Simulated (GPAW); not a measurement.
# NaSb2Au in GPAW: the effect of functional

Crystal: NaSb2Au.

```
Na Sb Au
1.0
     4.35730    0.00000    0.00000
    -2.17865    3.77354    0.00000
     0.00000    0.00000    6.81847
Na Sb Au
1 2 1
Direct
  0.00000 0.00000 0.50000
  0.66667 0.33333 0.81632
  0.33333 0.66667 0.18368
  0.00000 0.00000 0.00000
```

The cell was built by a generator and needn't be a form met in nature.

Alike in all runs:

- Program: GPAW 26.7.0
- Task: band structure
- Cutoff: 800 eV
- Basis: pw
- k mesh: 5 × 5 × 3
- Occupations: fermi-dirac, width 0.05 eV
- Spin: no spin polarisation

```tsv
functional	potentials or basis	pressure (GPa)	largest force (eV/Å)
LDA	the program's PAW data sets (release 1.2.1) made for this functional	-4.0	0.39
PBEsol	PAW data sets generated in the run's folder for this functional	-2.4	0.29
RPBE	the program's PAW data sets (release 1.2.1) made for this functional	?	?
revPBE	the program's PAW data sets (release 1.2.1) made for this functional	1.2	0.04
```

Problem. What does the run with functional RPBE give?

Solution. Pressure 1.5 GPa; largest force 0.07 eV/Å.

Caveats: with this Au data set, volumes or pressures lay over 1.5 % or 2 GPa off other programs in two to four cells of ten.

Runs at the PBE level aren't shown here.
